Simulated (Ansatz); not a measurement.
# Zr4ScO: the cost of one run

Program: Ansatz 0.2.0. Level of theory: DFT PBE, scalar-relativistic, plane waves, PAW. These are calculated values, not measurements.

1 further run of the same task is left out (it didn't finish).

## 1. The structure to begin with

The structure is orthorhombic, space group Pmmm (No. 47). Conventional cell: a = 3.533 Å, b = 3.945 Å, c = 6.121 Å, α = 90.00°, β = 90.00°, γ = 90.00°. Zr (site symmetry mm2) has 3 Zr at 2.04 to 2.06 Å and 2 Sc at 2.83 Å and 4 O at 2.84 Å as nearest neighbours. Around Zr (site symmetry mm2) lie 3 Zr at 2.02 to 2.04 Å and 4 Sc at 2.83 Å and 2 O at 2.84 Å. Sc (site symmetry mmm) has 12 Zr at 2.83 Å as nearest neighbours. Around O (site symmetry mmm) lie 12 Zr at 2.84 Å.

As a file:

```cif
data_structure
_symmetry_space_group_name_H-M 'Pmmm'
_symmetry_Int_Tables_number 47
_cell_length_a 3.5331
_cell_length_b 3.9448
_cell_length_c 6.1211
_cell_angle_alpha 90.000
_cell_angle_beta 90.000
_cell_angle_gamma 90.000
_cell_volume 85.31
loop_
_atom_site_label
_atom_site_type_symbol
_atom_site_symmetry_multiplicity
_atom_site_Wyckoff_symbol
_atom_site_fract_x
_atom_site_fract_y
_atom_site_fract_z
_atom_site_occupancy
Zr1 Zr 2 r 0.00000 0.50000 0.66842 1
Zr2 Zr 2 t 0.50000 0.50000 0.16513 1
Sc1 Sc 1 a 0.00000 0.00000 0.00000 1
O1 O 1 d 0.50000 0.00000 0.50000 1
```

The cell is invented: species swapped into a database cell of HfZrB4 (Pmmm, No. 47), with O on the Zr sites, Sc on the Hf sites and Zr on the B sites. The dimensions are guesses.

## 2. A first look at the guess

Contents of input.yaml:

```yaml
crystal:
  lattice:
    - [3.53314465, 0.0, 0.0]
    - [0.0, 3.9448157, 0.0]
    - [0.0, 0.0, 6.12107786]
  atoms:
    - { symbol: Zr, position: [0.0, 0.5, 0.66841513] }
    - { symbol: Zr, position: [0.5, 0.5, 0.16513485] }
    - { symbol: Zr, position: [0.5, 0.5, 0.83486515] }
    - { symbol: Zr, position: [0.0, 0.5, 0.33158487] }
    - { symbol: Sc, position: [0.0, 0.0, 0.0] }
    - { symbol: O, position: [0.5, 0.0, 0.5] }
basis:
  ecutwfc: 420
kpoints:
  mp_grid: { grid: [6, 4, 4] }
hamiltonian:
  xc: pbe
scf:
  occupations: { method: gaussian, width: 0.1 }
  lower_state_search: "off"
output:
  forces: true
  stress: true
  eigenvalues: true
```

Run with:

```
$ ansatz run input.yaml --threads 1 --pin off --max-ram 2560MiB --backend cpu --events-out ev --progress --plain --runs-dir out
```

**Question.** How long does this run take on 1 thread of Intel Xeon 6975P-C (Granite Rapids), shared host, and how much memory does it need?

About 5 s, with a peak of 0.45 GiB.
